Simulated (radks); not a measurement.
# The Coulomb parameter U of the 5d shell of Hf⁺

The task here is to estimate one member of a computed series from the others.

Method: Dirac Kohn-Sham, BLYP, spin-unpolarised, spherical densities, point nucleus; open shells are shared between the two j in proportion to 2j + 1. Code: radks (a radial shooting solver on a logarithmic mesh, Libxc functionals) version 1.

## The system

- element: hafnium (Z = 72)
- charge: +1
- electrons: 71
- configuration: [Xe] 4f14 5d2 6s1

Outer shells as boxes (Hund's rule):

Hf⁺
```
[Xe] core
4f [↑↓][↑↓][↑↓][↑↓][↑↓][↑↓][↑↓]
5d [↑ ][↑ ][  ][  ][  ]
6s [↑ ]
```

The first run:

Input:

```text
Z 72
configuration [Xe] 4f14 5d2 6s1
relativity Dirac
functional b88,lyp
spin unpolarised
j_filling average
nucleus point
c 137.035999084
```

Among the steps run: Start: [Xe] 4f14 5d2 6s1.

One of the session's tables, all rows but one given; the rest of the session is left out.

It belongs to the step «Start: [Xe] 4f14 5d2 6s1». Radial moments (bohr):

```
level     <r>  outermost maximum (interpolated)  90 % within  nodes
5s1/2   1.136                              1.02         1.64      4
5p1/2   1.267                              1.10         1.86      3
5p3/2   1.377                              1.19         2.03      3
4f5/2  0.6709                             0.452         1.14      0
4f7/2  0.6838                             0.457         1.16      0
6s1/2       ?                                 ?            ?      ?
5d3/2   2.239                              1.65         3.59      2
5d5/2   2.323                              1.70         3.73      2
```

Estimate the missing values for 6s1/2.

As computed: <r>: 3.201; outermost maximum (interpolated): 2.78; 90 % within: 4.67; nodes: 5. In the column «<r>» it is the highest.
